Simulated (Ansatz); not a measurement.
# C2H10B2Si: the cost of one run

Method: RKS PBE0-D4/STO-3G, in Ansatz 0.2.0.

**1. The system as given**

Bond lengths: B1–C2 1.535 Å, C2–C3 1.511 Å, C2–B4 1.581 Å, B4–Si5 1.912 Å, B1–H6 1.185 Å, B1–H7 1.228 Å, C2–H8 1.156 Å, C3–H9 1.121 Å, C3–H10 1.094 Å, C3–H11 1.146 Å, B4–H12 1.223 Å, Si5–H13 1.461 Å, Si5–H14 1.431 Å, Si5–H15 1.454 Å. Angles (14 of 24 angles, heavy atoms first): B1–C2–C3 109.5°, B1–C2–B4 112.3°, C3–C2–B4 110.2°, C2–B4–Si5 124.9°, B1–C2–H8 108.9°, C3–C2–H8 109.2°, B4–C2–H8 106.7°, C2–B1–H6 125.8°, C2–B1–H7 119.8°, C2–C3–H9 111.4°, C2–C3–H10 114.5°, C2–C3–H11 110.9°, C2–B4–H12 116.1°, Si5–B4–H12 118.8°.

As a file:

```xyz
15

B    -1.2807    1.0601    1.0423
C    -0.0340    0.2726    0.6163
C     0.3164   -0.7356    1.6864
B    -0.2307   -0.4537   -0.7745
Si    0.7524   -0.0540   -2.3652
H    -1.8802    0.9135    2.0544
H    -1.7015    1.9685    0.3303
H     0.8469    1.0097    0.4841
H     1.2719   -1.2714    1.4462
H    -0.4675   -1.4699    1.8923
H     0.5514   -0.2128    2.6783
H    -1.1364   -1.2735   -0.8310
H     1.6940    1.0137   -2.0346
H     1.4151   -1.2492   -2.7892
H    -0.1387    0.4312   -3.4065
```

**2. Preparing the start**

input.yaml reads:

```yaml
crystal:
  periodic: [false, false, false]
  atoms:
    - { symbol: B, position_ang: [-1.2807, 1.0601, 1.0423] }
    - { symbol: C, position_ang: [-0.034, 0.2726, 0.6163] }
    - { symbol: C, position_ang: [0.3164, -0.7356, 1.6864] }
    - { symbol: B, position_ang: [-0.2307, -0.4537, -0.7745] }
    - { symbol: Si, position_ang: [0.7524, -0.054, -2.3652] }
    - { symbol: H, position_ang: [-1.8802, 0.9135, 2.0544] }
    - { symbol: H, position_ang: [-1.7015, 1.9685, 0.3303] }
    - { symbol: H, position_ang: [0.8469, 1.0097, 0.4841] }
    - { symbol: H, position_ang: [1.2719, -1.2714, 1.4462] }
    - { symbol: H, position_ang: [-0.4675, -1.4699, 1.8923] }
    - { symbol: H, position_ang: [0.5514, -0.2128, 2.6783] }
    - { symbol: H, position_ang: [-1.1364, -1.2735, -0.831] }
    - { symbol: H, position_ang: [1.694, 1.0137, -2.0346] }
    - { symbol: H, position_ang: [1.4151, -1.2492, -2.7892] }
    - { symbol: H, position_ang: [-0.1387, 0.4312, -3.4065] }
basis:
  gaussian: { orbitals: STO-3G }
hamiltonian:
  xc: pbe0
  dispersion: d4
relax:
  f_tol: 0.02
  max_steps: 40
scf:
  lower_state_search: "off"
output:
  orbitals: {}
```

Launch:

```sh
ansatz run input.yaml --threads 1 --pin off --max-ram 2048MiB --backend cpu --events-out ev --progress --plain --runs-dir out
```

**Question.** How long does this run take on 1 thread of Arm Neoverse N1, shared host, and how much memory does it need?

About 72 s, with a peak of 0.12 GiB.
